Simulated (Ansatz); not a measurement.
# SrTa2O2: the cost of one run

Computed with Ansatz 0.2.0 (DFT PBE, scalar-relativistic, plane waves, PAW, unless a step's input says otherwise).

1 further run of the same task is left out (it didn't finish).

## (1) The structure to begin with

Symmetry: P6/mmm, No. 191, hexagonal system. Conventional cell: a = 4.013 Å, b = 4.013 Å, c = 6.839 Å, α = 90.00°, β = 90.00°, γ = 120.00°. Sr (site symmetry 6/mmm) is surrounded by 6 O at 2.32 Å. Ta (site symmetry -6m2) is surrounded by 3 Ta at 2.32 Å. O (site symmetry -6m2) has 3 O at 2.32 Å and 3 Sr at 2.32 Å as nearest neighbours.

As a file:

```cif
data_structure
_symmetry_space_group_name_H-M 'P 1'
_symmetry_Int_Tables_number 1
_cell_length_a 4.0130
_cell_length_b 4.0130
_cell_length_c 6.8385
_cell_angle_alpha 90.000
_cell_angle_beta 90.000
_cell_angle_gamma 120.000
_cell_volume 95.37
loop_
_atom_site_label
_atom_site_type_symbol
_atom_site_fract_x
_atom_site_fract_y
_atom_site_fract_z
_atom_site_occupancy
Sr1 Sr 0.00000 0.00000 0.50000 1
Ta1 Ta 0.33333 0.66667 0.00000 1
Ta2 Ta 0.66667 0.33333 0.00000 1
O1 O 0.33333 0.66667 0.50000 1
O2 O 0.66667 0.33333 0.50000 1
```

A structure generator made this guess: random cell by space group and Wyckoff sites (P6/mmm, No. 191). Lengths come from tabulated atomic sizes and are only a guess.

## (2) The guess as it stands, on a coarse mesh

input.yaml

```yaml
crystal:
  lattice:
    - [4.01301611, 0.0, 0.0]
    - [-2.00650806, 3.4753739, 0.0]
    - [0.0, 0.0, 6.83851672]
  atoms:
    - { symbol: Sr, position: [0.0, 0.0, 0.5] }
    - { symbol: Ta, position: [0.33333333, 0.66666667, 0.0] }
    - { symbol: Ta, position: [0.66666667, 0.33333333, 0.0] }
    - { symbol: O, position: [0.33333333, 0.66666667, 0.5] }
    - { symbol: O, position: [0.66666667, 0.33333333, 0.5] }
basis:
  ecutwfc: 420
kpoints:
  mp_grid: { grid: [6, 6, 4] }
hamiltonian:
  xc: pbe
scf:
  occupations: { method: gaussian, width: 0.1 }
  lower_state_search: "off"
output:
  forces: true
  stress: true
  eigenvalues: true
```

The run is started by

```
ansatz run input.yaml --threads 1 --pin off --max-ram 2560MiB --backend cpu --events-out ev --progress --plain --runs-dir out
```

What time and memory should one allow on 1 thread of Intel Xeon at 2.70GHz, shared host?

About 3.8 s, with a peak of 0.39 GiB.
